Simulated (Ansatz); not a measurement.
# Alloy of InAs and AlAs (28 of 32 In sites exchanged), 64 atoms, part 1 of 2

Wanted: the relaxed alloy cell and its gap (PBEsol and r²SCAN).

All numbers are computed with Ansatz 0.2.0 (PAW, plane waves).

**1. The system as built**

64 atoms (28 Al, 32 As, 4 In); a = 11.447 Å, b = 11.447 Å, c = 11.447 Å, α = 90.00°, β = 90.00°, γ = 90.00°. All atoms were shaken off their sites by about 0.02 Å along each axis; atoms next to an added one may be pushed further to make room.

The runs, in order: (2) PBEsol cell relaxation at the single k point (¼, ¼, ¼), on 1 × NVIDIA H100 80GB HBM3 with 4 threads of AMD EPYC 7R13; (3) r²SCAN single point at the single k point (¼, ¼, ¼), on 1 × NVIDIA H100 80GB HBM3 with 4 threads of AMD EPYC 7R13.

**2. PBEsol relaxation of the cell and the positions**

in.yaml reads:

```yaml
crystal:
  lattice:
    - [11.447375, 0.000000, 0.000000]
    - [0.000000, 11.447375, 0.000000]
    - [0.000000, 0.000000, 11.447375]
  atoms:
    - { symbol: Al, position: [0.000889, 0.000772, 0.999817] }
    - { symbol: Al, position: [0.999178, 0.000095, 0.499648] }
    - { symbol: Al, position: [0.999639, 0.499666, 0.001539] }
    - { symbol: Al, position: [0.999616, 0.500449, 0.500579] }
    - { symbol: Al, position: [0.501194, 0.001266, 0.002051] }
    - { symbol: Al, position: [0.502037, 0.999412, 0.501407] }
    - { symbol: Al, position: [0.503703, 0.503747, 0.001460] }
    - { symbol: Al, position: [0.498439, 0.499769, 0.500741] }
    - { symbol: Al, position: [0.249084, 0.250278, 0.003119] }
    - { symbol: Al, position: [0.248887, 0.251360, 0.498205] }
    - { symbol: Al, position: [0.250875, 0.748968, 0.001108] }
    - { symbol: Al, position: [0.250673, 0.752131, 0.499223] }
    - { symbol: Al, position: [0.748689, 0.252857, 0.001562] }
    - { symbol: Al, position: [0.747554, 0.251441, 0.500377] }
    - { symbol: Al, position: [0.749247, 0.751501, 0.999911] }
    - { symbol: Al, position: [0.752935, 0.751445, 0.496272] }
    - { symbol: Al, position: [0.249852, 0.998377, 0.751668] }
    - { symbol: Al, position: [0.246960, 0.500231, 0.251505] }
    - { symbol: Al, position: [0.252361, 0.497505, 0.751731] }
    - { symbol: Al, position: [0.750267, 0.001767, 0.253572] }
    - { symbol: Al, position: [0.748922, 0.999296, 0.753239] }
    - { symbol: Al, position: [0.749964, 0.500090, 0.250515] }
    - { symbol: Al, position: [0.749706, 0.499823, 0.747471] }
    - { symbol: Al, position: [0.999679, 0.246627, 0.251493] }
    - { symbol: Al, position: [0.000583, 0.749024, 0.249052] }
    - { symbol: Al, position: [0.496136, 0.249097, 0.250215] }
    - { symbol: Al, position: [0.500692, 0.247534, 0.753353] }
    - { symbol: Al, position: [0.497259, 0.746728, 0.252466] }
    - { symbol: As, position: [0.124357, 0.123042, 0.126757] }
    - { symbol: As, position: [0.126521, 0.125837, 0.627967] }
    - { symbol: As, position: [0.123990, 0.626115, 0.127758] }
    - { symbol: As, position: [0.121733, 0.627517, 0.624960] }
    - { symbol: As, position: [0.628447, 0.128471, 0.127125] }
    - { symbol: As, position: [0.627668, 0.123500, 0.621107] }
    - { symbol: As, position: [0.624678, 0.624118, 0.126263] }
    - { symbol: As, position: [0.623086, 0.626278, 0.623966] }
    - { symbol: As, position: [0.373060, 0.374505, 0.125736] }
    - { symbol: As, position: [0.377525, 0.371956, 0.626482] }
    - { symbol: As, position: [0.378083, 0.873524, 0.124431] }
    - { symbol: As, position: [0.373108, 0.873722, 0.620660] }
    - { symbol: As, position: [0.875427, 0.374616, 0.127270] }
    - { symbol: As, position: [0.874893, 0.372376, 0.624570] }
    - { symbol: As, position: [0.873241, 0.876019, 0.123638] }
    - { symbol: As, position: [0.877170, 0.875054, 0.627173] }
    - { symbol: As, position: [0.377138, 0.126676, 0.376098] }
    - { symbol: As, position: [0.377087, 0.125529, 0.873846] }
    - { symbol: As, position: [0.375330, 0.623924, 0.376313] }
    - { symbol: As, position: [0.374745, 0.626000, 0.875088] }
    - { symbol: As, position: [0.875472, 0.123275, 0.374111] }
    - { symbol: As, position: [0.876184, 0.126442, 0.877723] }
    - { symbol: As, position: [0.877453, 0.626287, 0.377451] }
    - { symbol: As, position: [0.874086, 0.626616, 0.876260] }
    - { symbol: As, position: [0.125375, 0.372264, 0.376589] }
    - { symbol: As, position: [0.125849, 0.375633, 0.875571] }
    - { symbol: As, position: [0.123859, 0.876026, 0.376580] }
    - { symbol: As, position: [0.125651, 0.875622, 0.873689] }
    - { symbol: As, position: [0.622623, 0.378779, 0.376510] }
    - { symbol: As, position: [0.625731, 0.373029, 0.872277] }
    - { symbol: As, position: [0.624856, 0.872873, 0.375837] }
    - { symbol: As, position: [0.625054, 0.874406, 0.875960] }
    - { symbol: In, position: [0.247814, 0.001011, 0.249161] }
    - { symbol: In, position: [0.002089, 0.247736, 0.750903] }
    - { symbol: In, position: [0.000558, 0.750003, 0.749354] }
    - { symbol: In, position: [0.501234, 0.747213, 0.751843] }
  symmetry: { detect: false }
kpoints:
  mp_grid: { grid: [1, 1, 1], shift: [0.25, 0.25, 0.25] }
hamiltonian:
  xc: pbesol
scf:
  occupations: { method: fermi_dirac, width: 0.01 }
relax:
  f_tol: 0.03
  max_steps: 80
  escape_saddle: false
  adjacent_minimum: "off"
  cell: { fix: [shape] }
output:
  forces: true
  eigenvalues: true
  populations: true
  write_density: true
  write_potential: true
  elf: true
  volumetric_format: npy
```

Launch:

```
ansatz run in.yaml --threads 4 --pin off --max-ram 42750MiB --runs-dir r --events-out ev --progress --plain --backend cuda --devices 0, --max-vram 37GiB
```

The log of the run:

```text
Pseudopotentials: kind: paw
Functional definition: PBEsol
  exchange = pbesol_x
  correlation = pbesol_c
Crystal: 64 atoms, lattice volume = 1500.091 Å³
Basis set: ecut = 420 eV, 29279 PW (Γ), exchange–correlation on 160×160×160 points (8 copies of the dense FFT grid, shifted against one another)
Bands: 372, of which v1, the nominal top of the filled ones, is band 308 counted from 1 (307 counted from 0)
Symmetry: 1 space group operations
k-points: 1
Non-local potential: Al, projectors of the file, l = 0: 2, l = 1: 2, l = 2: 1
Non-local potential: As, projectors of the file, l = 0: 2, l = 1: 2, l = 2: 3, l = 3: 1
Non-local potential: In, projectors of the file, l = 0: 2, l = 1: 2, l = 2: 2, l = 3: 2
PAW form: soft (Blöchl's): semilocal exchange-correlation on the pseudo side does not see the compensation charge
PAW frozen core: Al, regenerated for the run's functional, and the local potential with it (the file was generated under x = pbe(κ = 0.804, μ = 0.2195149727645171), c = pbe(β = 0.06672455060314922))
PAW frozen core: As, regenerated for the run's functional, and the local potential with it (the file was generated under x = pbe(κ = 0.804, μ = 0.2195149727645171), c = pbe(β = 0.06672455060314922))
PAW frozen core: In, regenerated for the run's functional, and the local potential with it (the file was generated under x = pbe(κ = 0.804, μ = 0.2195149727645171), c = pbe(β = 0.06672455060314922))
PAW one-centre angular grid: Al, 110 points (default); XC on 64 Gauss nodes
PAW one-centre angular grid: As, 590 points (default); XC on 64 Gauss nodes
PAW one-centre angular grid: In, 590 points (default); XC on 64 Gauss nodes
Initial density: superposition of atomic densities (neutral atoms: chi_scale 0, normalization atom), corrected by the library's trained network
Initial wavefunctions: pseudopotential atomic-orbital guess
Functional: x = pbesol(κ = 0.804, μ = 0.12345679012345678), c = pbesol(β = 0.046)
SCF iter   1: F=—  HF=-190829.717578 eV  |F-HF|=—  |Δ(HF+E_count)|=         —  Δρ=3.42e-3  dr2=2.72e-1  ethr=1.77e-3  ⟨swp⟩=6.0  Hψ=1429  notcnv=0  defer=12
preconditioner: auto → Resta (q_TF=auto, 2.352 Å⁻¹)  ε∞=4.0  [insulator: Δε(μ)=1.860 eV  Ē_g=9.523 eV  σ=0.010 eV  W_gap=1.00  n_scr=340 (ndim 8)  ℏωp=16.5 eV  f_vac=0.013  D(μ)=0.00/eV (n_scr^D=0)  ε∞_Penn≈4.0]
SCF iter   2: F=—  HF=-190829.648878 eV  |F-HF|=—  |Δ(HF+E_count)|=   6.87e-2  Δρ=1.87e-3  dr2=8.07e-2  ethr=4.42e-5  ⟨swp⟩=3.0  Hψ=732  notcnv=0  defer=60
SCF iter   3: F=—  HF=-190829.637413 eV  |F-HF|=—  |Δ(HF+E_count)|=   1.15e-2  Δρ=4.98e-4  dr2=6.99e-3  ethr=1.31e-5  ⟨swp⟩=2.0  Hψ=412  notcnv=0  defer=60
SCF iter   4: F=—  HF=-190829.638048 eV  |F-HF|=—  |Δ(HF+E_count)|=   6.35e-4  Δρ=1.74e-4  dr2=6.23e-4  ethr=1.14e-6  ⟨swp⟩=2.0  Hψ=624  notcnv=0  defer=60
SCF iter   5: F=—  HF=-190829.636472 eV  |F-HF|=—  |Δ(HF+E_count)|=   1.58e-3  Δρ=4.04e-5  dr2=2.93e-5  ethr=1.01e-7  ⟨swp⟩=2.0  Hψ=614  notcnv=0  defer=60
SCF iter   6: F=—  HF=-190829.638253 eV  |F-HF|=—  |Δ(HF+E_count)|=   1.78e-3  Δρ=1.17e-5  dr2=2.03e-6  ethr=4.75e-9  ⟨swp⟩=2.0  Hψ=615  notcnv=0  defer=60
SCF iter   7: F=—  HF=-190829.638255 eV  |F-HF|=—  |Δ(HF+E_count)|=   1.82e-6  Δρ=3.32e-6  dr2=2.86e-7  ethr=3.29e-10  ⟨swp⟩=2.0  Hψ=620  notcnv=0  defer=60
SCF iter   8: F=-190829.638254 eV  HF=-190829.638254 eV  |F-HF|=3.96e-9  |Δ(HF+E_count)|=   1.75e-7  Δρ=1.20e-6  dr2=2.65e-8  ethr=1.62e-11  ⟨swp⟩=15.0  Hψ=3378  notcnv=0
SCF 1 converged in 8 iterations: F = -190829.638254 eV  dr2 = 2.65e-8
relax step   1: F+E_penalty+E_count = -190829.63825438 eV  Δ(F+E_penalty+E_count) = +0.000e0 eV  max|allowed force component| = 1.578e0 eV/Å  Δτ_max = 0.0000 Å  P = +0.460 GPa  Ω = 1500.091 Å³  fix = [alpha, beta, gamma, b/a, c/a]  reactions: b/a -0.020, c/a +0.007 GPa; alpha +0.684, beta +0.669, gamma +0.551 GPa/rad  (8 SCF iters, dr2 threshold 1.00e-7 eV, accepted)
[... 13 lines left out ...]
relax step   2: F+E_penalty+E_count = -190831.41469684 eV  Δ(F+E_penalty+E_count) = -1.776e0 eV  max|allowed force component| = 2.082e-1 eV/Å  Δτ_max = 0.1971 Å  P = -0.323 GPa  Ω = 1505.907 Å³  energy of the carried Pulay correction = -9.983e-4 eV  fix = [alpha, beta, gamma, b/a, c/a]  reactions: b/a +0.007, c/a -0.017 GPa; alpha +0.605, beta +0.584, gamma +0.581 GPa/rad  (6 SCF iters, dr2 thresh [...]
[... 4 lines left out ...]
relax step   3: F+E_penalty+E_count = -190831.46177937 eV  Δ(F+E_penalty+E_count) = -4.708e-2 eV  max|allowed force component| = 4.664e-2 eV/Å  Δτ_max = 0.0263 Å  P = -0.014 GPa  Ω = 1499.364 Å³  energy of the carried Pulay correction = +1.251e-4 eV  fix = [alpha, beta, gamma, b/a, c/a]  reactions: b/a +0.003, c/a -0.008 GPa; alpha +0.587, beta +0.584, gamma +0.587 GPa/rad  (5 SCF iters, dr2 thres [...]
[... 5 lines left out ...]
relax step   4: F+E_penalty+E_count = -190831.46607796 eV  Δ(F+E_penalty+E_count) = -4.299e-3 eV  max|allowed force component| = 3.126e-2 eV/Å  Δτ_max = 0.0262 Å  P = +0.003 GPa  Ω = 1499.003 Å³  energy of the carried Pulay correction = +1.873e-4 eV  fix = [alpha, beta, gamma, b/a, c/a]  reactions: b/a +0.005, c/a -0.008 GPa; alpha +0.585, beta +0.586, gamma +0.593 GPa/rad  (6 SCF iters, dr2 thres [...]
[... 10 lines left out ...]
relax step   5: F+E_penalty+E_count = -190831.46631253 eV  Δ(F+E_penalty+E_count) = -2.346e-4 eV  max|allowed force component| = 2.671e-2 eV/Å  Δτ_max = 0.0186 Å  P = +0.001 GPa  Ω = 1499.083 Å³  energy of the carried Pulay correction = +1.735e-4 eV  fix = [alpha, beta, gamma, b/a, c/a]  reactions: b/a +0.004, c/a -0.009 GPa; alpha +0.587, beta +0.587, gamma +0.591 GPa/rad  (6 SCF iters, dr2 thres [...]
[... 7 lines left out ...]
relax step   6: F+E_penalty+E_count = -190831.46631254 eV  Δ(F+E_penalty+E_count) = -4.336e-9 eV  max|allowed force component| = 2.671e-2 eV/Å  Δτ_max = 0.0000 Å  P = +0.000 GPa  Ω = 1499.083 Å³  fix = [alpha, beta, gamma, b/a, c/a]  reactions: b/a +0.004, c/a -0.009 GPa; alpha +0.588, beta +0.588, gamma +0.591 GPa/rad  stress off target by 3.22e-4 GPa on what of the cell is left free  SCF on the [...]
SCF converged after 4 iterations
Free energy (F): -190831.466313 eV
Harris-Foulkes:  -190831.466313 eV  (|F-HF|=1.46e-10)
Internal energy: -190831.466313 eV  (E = F + TS)
E sigma→0 (E₀):  -190831.466313 eV
Fermi energy:    7.222947 eV
--- Per-component energies (eV) ---
  E_band       = -8834.832714
  E_kinetic    = 4930.329395
  E_local      = -73500.693307  (includes V_loc(G=0)·N_el)
  E_nonlocal   = -19613.683725
  E_hartree    = 38521.306678
  E_xc         = -4469.517914
  E_vxc        = -3746.851663  (∫ρ·V_xc dr)
  E_paw        = -86462.024445  (= ΣΔE_a)
  E_vpaw       = 6053.453166  (= ΣTr[D̂ρ^β])
  E_aug_tail   = 0.000293  (compensation charges beyond the density's cutoff)
  E_ewald      = -50269.588507
  E_core_change = 32.405221  (= ΣΔE_core)
  E_smearing   = -0.000000  (= −TS)
  E_closure    = -0.000000  (closes the sum)
  Σ components = -190831.466313   (vs F -190831.466313, Δ=0.00e0)
--- Forces (eV/Å), atoms counted from 1 ---
  atom   1  Al    -0.00490956    -0.00125406     0.00767705
  atom   2  Al    -0.00470521     0.00249838     0.00363313
  atom   3  Al    -0.00080407    -0.00006401     0.00002452
  atom   4  Al    -0.00273884    -0.00455965    -0.00291062
  atom   5  Al     0.00350542    -0.00206543    -0.00378508
  atom   6  Al     0.00130758     0.00651422    -0.00175467
  atom   7  Al    -0.00129762    -0.00004454     0.01217665
  atom   8  Al     0.00472750     0.00106117    -0.00181636
  atom   9  Al    -0.00274276     0.00401540    -0.00530520
  atom  10  Al     0.01248141    -0.00336335    -0.00911531
  atom  11  Al    -0.00992455     0.00324297     0.01184541
  atom  12  Al     0.01767168    -0.00261514     0.00121606
  atom  13  Al    -0.00507665    -0.00023925     0.01405407
  atom  14  Al     0.00453381     0.00283535     0.00540280
  atom  15  Al    -0.01381642     0.00385598    -0.00090607
  atom  16  Al     0.00993911     0.00097772    -0.00258308
  atom  17  Al     0.00118212    -0.00026835    -0.00309641
  atom  18  Al     0.00075077     0.00203293    -0.00374820
  atom  19  Al     0.00172576    -0.00900746     0.00014913
  atom  20  Al    -0.00088102     0.00263562    -0.00174429
  atom  21  Al    -0.01034822    -0.00003074    -0.00045517
  atom  22  Al    -0.00016420     0.00123632    -0.00003950
  atom  23  Al     0.00927104     0.00392939    -0.00388498
  atom  24  Al    -0.00104925    -0.00271814    -0.00106322
  atom  25  Al    -0.00434403    -0.01234618    -0.00283016
  atom  26  Al    -0.00181613    -0.00890627    -0.00218792
  atom  27  Al    -0.00352022    -0.00978914    -0.00847181
  atom  28  Al    -0.00181614    -0.00730463    -0.00384317
  atom  29  As    -0.00493716    -0.00944727     0.00454797
  atom  30  As    -0.02075272    -0.00296832     0.01427903
  atom  31  As     0.00534130     0.00434924    -0.00180519
  atom  32  As    -0.02194144     0.01529543     0.01530267
  atom  33  As     0.00610105     0.00404666    -0.00530840
  atom  34  As     0.00609288     0.00395959    -0.00045076
  atom  35  As     0.00467912    -0.00098905    -0.00383696
  atom  36  As    -0.02564998    -0.00559960     0.01200008
  atom  37  As     0.00392513     0.00176951     0.00283536
  atom  38  As     0.00157469     0.00475445     0.00818744
  atom  39  As    -0.00483784    -0.00481522     0.00483037
  atom  40  As    -0.01261045    -0.01862012    -0.00098411
  atom  41  As    -0.00206122    -0.00023090    -0.00117412
  atom  42  As    -0.01030710    -0.00823752    -0.00238969
  atom  43  As     0.00906811     0.00410709     0.00215897
  atom  44  As     0.00508784    -0.00503936    -0.01323294
  atom  45  As    -0.00576716     0.00575049     0.00974134
  atom  46  As     0.00065457     0.00821184     0.00360320
  atom  47  As    -0.00194598     0.00906016     0.00081999
  atom  48  As     0.01049506     0.00073828    -0.02670964
  atom  49  As     0.00127363    -0.00281313    -0.00073555
  atom  50  As     0.01478659    -0.00349189    -0.02099682
  atom  51  As    -0.00151782     0.00444775     0.00640030
  atom  52  As     0.01034641    -0.00944756    -0.01247510
  atom  53  As    -0.00191099     0.00105959     0.00044351
  atom  54  As     0.01226734    -0.00095691     0.00813414
  atom  55  As    -0.00403102     0.00469607    -0.01068537
  atom  56  As     0.01958146     0.00234475    -0.00301775
  atom  57  As    -0.00736608    -0.00072982    -0.00243765
  atom  58  As    -0.00135572     0.00433095    -0.00094065
  atom  59  As    -0.00399519     0.00125783     0.00386251
  atom  60  As     0.01116106     0.00090998     0.01467597
  atom  61  In     0.00826058     0.00771180    -0.00041741
  atom  62  In     0.00078702     0.00592126    -0.00133940
  atom  63  In    -0.00042240     0.00158301     0.00109647
  atom  64  In     0.00278510     0.00682160    -0.00061697
  max |Σ_I F_I| component: 2.45e-6 eV/Å
--- Stress (GPa, compression-positive) ---
        0.005304      -0.591231      -0.587622
       -0.591231       0.004292      -0.587776
       -0.587622      -0.587776      -0.008631
  P = ⅓ Tr σ = 0.0003 GPa (0.003 kbar)
--- Band table (eV) ---
  k-point 0: bands = [... 296 lower levels ..., "5.5096", "5.5610", "5.5617", "5.5851", "5.5912", "5.7211", "5.7303", "5.9140", "5.9314", "5.9710", "6.2549", "6.2705", "8.1738", "8.2103", "8.2305", "8.4036", "8.7712", "8.8146", "8.8185", "8.8255", "8.9673", "9.0431", "9.0975", "9.1457", ... 52 higher levels ...]
--- Relaxed structure (5 steps of the walk, 5 accepted, 1 SCFs on fresh bases) ---
  F+E_penalty+E_count = -190831.46631254 eV   max|allowed force component| = 2.671e-2 eV/Å   (the final SCF, on the basis selected at the relaxed cell)
  cell:  # Å, volume = 1499.0829 Å³
    - [11.444808992483045, 1.4500100383523005e-111, 7.174028147299273e-112]
    - [1.4500100383523005e-111, 11.444808992483045, -5.739736067232087e-112]
    - [7.174028147299273e-112, -5.739736067232087e-112, 11.444808992483045]
  atoms:
    - { symbol: Al, position: [-0.0019262845982832577, -0.0001989147667904002, 1.0027140734989872] }
    - { symbol: Al, position: [0.9971650204768431, -0.0003415724521772998, 0.4985986030797094] }
[... 62 atoms left out; the next input holds them all, rounded ...]
--- Löwdin populations: 64 sites ---
  site symbol       q [e]
     0     Al      2.6047
     1     Al      2.6050
[... 62 atoms left out ...]
  spilling = 0.002526 (of n_electrons = 616.000000)
```

Wall time 11 s (1 × NVIDIA H100 80GB HBM3 with 4 threads of AMD EPYC 7R13, shared host); peak host memory 1.6 GiB.

Step by step (solves on a freshly chosen basis count as rows, and their energies jump a little):

| accepted step | energy change (eV) | largest force component (eV/Å) | SCF cycles | pressure (GPa) |
| --- | --- | --- | --- | --- |
| 1 | 0.000 | 1.578 | 8 | 0.46 |
| 2 | -1.776 | 0.208 | 6 | -0.32 |
| 3 | -1.824 | 0.047 | 5 | -0.01 |
| 4 | -1.828 | 0.031 | 6 | 0.00 |
| 5 | -1.828 | 0.027 | 6 | 0.00 |
| 6 | -1.828 | 0.027 | 4 | 0.00 |

Largest shifts, less the median shift:

| atom | shift (Å) | dx | dy | dz |
| --- | --- | --- | --- | --- |
| As32 | 0.178 | 0.108 | -0.126 | -0.063 |
| As56 | 0.159 | 0.083 | 0.081 | 0.109 |
| As44 | 0.151 | -0.112 | 0.059 | -0.082 |
| As60 | 0.150 | 0.096 | 0.081 | 0.081 |
| As30 | 0.144 | 0.045 | -0.079 | -0.111 |
| As29 | 0.143 | -0.061 | 0.104 | -0.078 |
| As54 | 0.140 | 0.068 | 0.087 | 0.086 |
| As36 | 0.133 | 0.084 | -0.081 | -0.063 |

|  | before | after | change |
| --- | --- | --- | --- |
| a (Å) | 11.447 | 11.445 | -0.02 % |
| b (Å) | 11.447 | 11.445 | -0.02 % |
| c (Å) | 11.447 | 11.445 | -0.02 % |
| volume (Å³/atom) | 23.439 | 23.423 | -0.07 % |

Bonds in the relaxed cell, counted within a distance cut:

| pair | count | mean (Å) | spread (Å) | least | most |
| --- | --- | --- | --- | --- | --- |
| Al–As | 112 | 2.461 | 0.009 | 2.439 | 2.477 |
| As–In | 16 | 2.608 | 0.005 | 2.602 | 2.614 |

Spacing of the frontier levels at the single k point (¼, ¼, ¼): 1.90 eV (6.270 to 8.174 eV). This point lies off Γ, so the spacing can exceed the gap by much.

Density in a lattice plane of the grid's cell (edges 11.44 and 11.44 Å, at 0.001 of the third edge), which holds Al and In.

Ten even steps from ' ' (0.02 e/Å³) to '@' (11.90 e/Å³):
```
                                                
                                                
                                                
                                                
                                                
                                                
                                                
                                                
                                                
                                                
                                                
                                                
                                                
          ..--..                                
          ==@@==                                
          ..::..                                
                                                
                                                
                                                
                                                
```
Columns run along the first of these edges and rows up along the second, over one cell in 24 and 20 even steps from the bottom left corner. Atoms in the plane (fractional): Al at (1.00, 0.00), Al at (1.00, 0.50), Al at (0.50, 0.00), Al at (0.50, 0.50), Al at (0.25, 0.75), Al at (0.75, 0.25), Al at (0.75, 0.75), In at (0.25, 0.25).

ELF in the same plane.

Ten even steps from '0' (0.00) to '9' (0.72):
```
169741002685159741014796
479874235797479864247897
136898578763135798579863
002596148631002585158620
001350305410001340305310
002695159620013684169620
236897579753236786589753
579874236897579752146897
169731013695059620013795
305310001350305410001340
048420002475159620002584
567642224687478753235797
124553335653135787578763
002333123420002585158621
001230003310001350305410
002433133420012695158621
235653235653236797578753
578642124687578753135787
048520002585048520002584
305410001350305410001350
```
Columns run along the first of these edges and rows up along the second, over one cell in 24 and 20 even steps from the bottom left corner. Atoms in the plane (fractional): Al at (1.00, 0.00), Al at (1.00, 0.50), Al at (0.50, 0.00), Al at (0.50, 0.50), Al at (0.25, 0.75), Al at (0.75, 0.25), Al at (0.75, 0.75), In at (0.25, 0.25).

Both are smooth fields of the valence electrons: close to the nuclei they are not physical.

Maxima of ELF outside the ion cores: 0.92 on the Al–As line, 1.0 Å from Al; 0.74 on the As–In line, 1.0 Å from As.

(Continued in part 2 of 2.)
